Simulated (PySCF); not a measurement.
**SnH: spin, charge, geometry and surroundings**

Aim: change spin, charge, geometry, field or solvent of SnH, one at a time, and compare with the base run.

Program: PySCF 2.14.0. Level of theory: method and basis as typed in the scripts. These are calculated values, not measurements.

5 further runs of the same task are left out: 1 for a known fault of the program, 4 that didn't finish.

**1. The starting structure**

SnH: 2 atoms, charge 0, spin multiplicity 2.

Bond lengths: Sn1–H2 1.503 Å.

**2. The run that the others are compared with**

Contents of input.py:

```python
from pyscf import gto, scf, mcscf, mrpt

mol = gto.M(
    atom='Sn 0 0 0; H 0 0 1.503',
    basis='def2-svp',
    ecp={'Sn': 'def2-svp'},
    charge=0,
    spin=1,
    verbose=4,
)
mf = scf.ROHF(mol)
mf.kernel()
mc = mcscf.CASSCF(mf, 6, 7)
mc.kernel()
mc.analyze()
mrpt.NEVPT(mc).kernel()
mf.dip_moment()
print('orbital energies (hartree):', mf.mo_energy[..., max(0, mol.nelec[1]-3):mol.nelec[0]+3].round(4))
```

Launch:

```bash
$ OMP_NUM_THREADS=1 python input.py
```

The log of this run is left out.

It gives: E(SCF) = -213.871102 Eh, 8 cycles, E(CAS) − E(SCF) = -0.02813 Eh, NEVPT2 = -0.07515 Eh, μ = 0.68 D (of the SCF density).

The bond length is a typed value, not an optimised one.

**3. Electric field 0.001 a.u.**

Edit 1 changes electric field: none → 0.001 a.u.

Contents of input.py:

```python
from pyscf import gto, scf, mcscf, mrpt

mol = gto.M(
    atom='Sn 0 0 0; H 0 0 1.503',
    basis='def2-svp',
    ecp={'Sn': 'def2-svp'},
    charge=0,
    spin=1,
    verbose=4,
)
mf = scf.ROHF(mol)
field = 0.001  # electric field along z, atomic units
h = mf.get_hcore() + field*mol.intor('int1e_r')[2]
mf.get_hcore = lambda *args: h
e_nuc = mol.energy_nuc() - field*mol.atom_charges() @ mol.atom_coords()[:, 2]
mf.energy_nuc = lambda *args: e_nuc
mf.kernel()
mc = mcscf.CASSCF(mf, 6, 7)
mc.kernel()
mc.analyze()
mrpt.NEVPT(mc).kernel()
mf.dip_moment()
print('orbital energies (hartree):', mf.mo_energy[..., max(0, mol.nelec[1]-3):mol.nelec[0]+3].round(4))
```

Launch:

```bash
$ OMP_NUM_THREADS=1 python input.py
```

**4. Bond 1.548 Å**

Edit 2 changes bond length: 1.503 Å → 1.548 Å.

Edit input.py of step 2 so:

```diff
@@ -3,3 +3,3 @@
 mol = gto.M(
-    atom='Sn 0 0 0; H 0 0 1.503',
+    atom='Sn 0 0 0; H 0 0 1.548',
     basis='def2-svp',
```

**5. Bond 4.509 Å**

Edit 3 changes bond length: 1.503 Å → 4.509 Å.

Edit input.py of step 2 so:

```diff
@@ -3,3 +3,3 @@
 mol = gto.M(
-    atom='Sn 0 0 0; H 0 0 1.503',
+    atom='Sn 0 0 0; H 0 0 4.509',
     basis='def2-svp',
```

**Question.** What will these runs give? Wanted: for each run, E(SCF); from base; SCF dipole; after the SCF.

The runs gave:

```csv
run,E(SCF) (hartree),from base (eV),cycles,SCF dipole (D),after the SCF
base,-213.871102,0,8,0.68,"NEVPT2 correlation -2.811 eV (from the SCF energy, the CASSCF gain included)"
electric field 0.001 a.u.,-213.871389,-0.0078,8,0.77,"NEVPT2 correlation -2.810 eV (from the SCF energy, the CASSCF gain included)"
bond 1.548 Å,-213.879134,-0.2186,8,0.53,"NEVPT2 correlation -2.807 eV (from the SCF energy, the CASSCF gain included)"
bond 4.509 Å,-213.779260,+2.4991,17,0.02,"NEVPT2 correlation -3.635 eV (from the SCF energy, the CASSCF gain included)"
```

**Reading.** Of the runs whose energies can be compared, “bond 4.509 Å” moves the SCF energy most (+2.499 eV). The dearest run is “bond 4.509 Å”, at 7 s against 1.7 s.
